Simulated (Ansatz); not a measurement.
# CoF3: the cost of one run

Program: Ansatz 0.2.0. Level of theory: DFT unrestricted B3LYP, scalar-relativistic (X2C), Gaussian basis x2c-TZVPPall, and further levels as typed in the inputs. These are calculated values, not measurements.

## (1) Starting point

Bond lengths: Co1–F2 1.747 Å, Co1–F3 1.731 Å, Co1–F4 1.723 Å. Angles: F2–Co1–F3 120.1°, F2–Co1–F4 119.2°, F3–Co1–F4 120.8°.

As a file:

```xyz
4

Co    0.0020   -0.0194    0.0071
F     0.0066    1.7277    0.0027
F    -1.4985   -0.8826   -0.0079
F     1.5045   -0.8634   -0.0131
```

## (2) Relaxing the atoms: CoF3

Contents of input.yaml:

```yaml
relax:
  f_tol: 0.001
  max_steps: 200
crystal:
  periodic: [false, false, false]
  atoms:
    - { symbol: Co, position_ang: [0.00196, -0.019412, 0.007138] }
    - { symbol: F, position_ang: [0.006621, 1.727711, 0.002718] }
    - { symbol: F, position_ang: [-1.498515, -0.882596, -0.007943] }
    - { symbol: F, position_ang: [1.50445, -0.863407, -0.013143] }
magnetization:
  spin_polarized: true
  initial_magnetization: 4
basis:
  gaussian: { orbitals: x2c-TZVPPall }
hamiltonian:
  xc: { name: B3LYP }
output:
  orbitals: {}
```

The run is started by

```console
> ansatz run input.yaml --threads 4 --pin off --max-ram 8192MiB --backend cpu --events-out ev --progress --plain --runs-dir out
```

Q: Estimate wall time and peak memory on 4 threads of Arm Neoverse N1, shared host.

About 58 s, with a peak of 0.67 GiB.
